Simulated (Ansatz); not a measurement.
**The niobium atom (sextet): wave-function methods side by side, def2-SVPD**

Aim: climb from Hartree-Fock through coupled cluster and multireference methods for the niobium atom (sextet) at one geometry and basis, and see what each rung misses.

Program: Ansatz 0.2.0, Gaussian basis. Level of theory: def2-SVPD, core rule «outside noble gas», up to 4 orbitals frozen. These are calculated values, not measurements.

Plan: CCSD(T) on UHF; CISD; CCSDT(Q) on ROHF; CCSDT(Q) on UHF; CISDTQ; CASSCF and MRCISD+Q, 5 electrons in 6 orbitals; CASSCF and MRCISD+Q(relaxed), 5 electrons in 6 orbitals; CASSCF and NEVPT4(SD), 5 electrons in 6 orbitals; CASSCF and NEVPT2, 5 electrons in 6 orbitals; Full CI.

**1. The atom**

A free atom, in its lowest state of this spin that the program finds. No spin-orbit coupling is included. Elements past krypton take def2 core potentials.

1 atom, charge 0, spin multiplicity 6.

**2. CCSD(T) on UHF**

File in.yaml:

```yaml
crystal:
  periodic: [false, false, false]
  atoms:
    - {symbol: Nb, position_ang: [0.000000, 0.000000, 0.000000]}
basis:
  gaussian: {orbitals: def2-SVPD}
magnetization: {spin_polarized: true, initial_magnetization: 5}
correlation: {method: ccsd_t, electrons: outside_noble_gas}
```

The run is started by

```
$ ansatz run in.yaml --threads 1 --pin off --events-out ev --progress --plain --max-ram 3916MiB
```

After this run come: CISD; CCSDT(Q) on ROHF; CCSDT(Q) on UHF; CISDTQ; CASSCF and MRCISD+Q, 5 electrons in 6 orbitals; CASSCF and MRCISD+Q(relaxed), 5 electrons in 6 orbitals; CASSCF and NEVPT4(SD), 5 electrons in 6 orbitals; CASSCF and NEVPT2, 5 electrons in 6 orbitals; Full CI.

Before running them: what should the planned runs give, taken together? Wanted: FCI below the UHF energy; UMP2 from FCI; UCCSD(T) from FCI; UCCSDT(Q) from FCI; NEVPT2 valence from FCI; NEVPT4(SD) valence from FCI; MRCISD+Q valence from FCI; effectively unpaired electrons.

As calculated:

| quantity | value |
| --- | --- |
| FCI below the UHF energy | -1.0960 eV |
| UMP2 from FCI | +3.08 kcal/mol |
| UCCSD(T) from FCI | -1.95 kcal/mol |
| UCCSDT(Q) from FCI | -2.09 kcal/mol |
| NEVPT2 valence from FCI | +9.47 kcal/mol |
| NEVPT4(SD) valence from FCI | +1.68 kcal/mol |
| MRCISD+Q valence from FCI | +0.05 kcal/mol |
| levels within 1 kcal/mol (43 meV) | MRCISD valence, MRCISD+Q valence, MRCISD+Q(relaxed) valence |
| effectively unpaired electrons | 5.00 |

UCCSD(T) misses by -1.95 kcal/mol, 7.7 % of the correlation energy. UCCSD, UCCSD(T), UCCSDT, UCCSDT(Q) fall below full CI: unrestricted runs freeze a spin-polarised core, another one than full CI's, and coupled cluster isn't variational. One determinant dominates. Of the multireference levels listed MRCISD+Q valence comes nearest in total energy (+0.05 kcal/mol), which doesn't show that its space is the better one. These misses are within one basis, not against nature; the frozen cores of restricted and unrestricted runs differ, which can shift their rows.
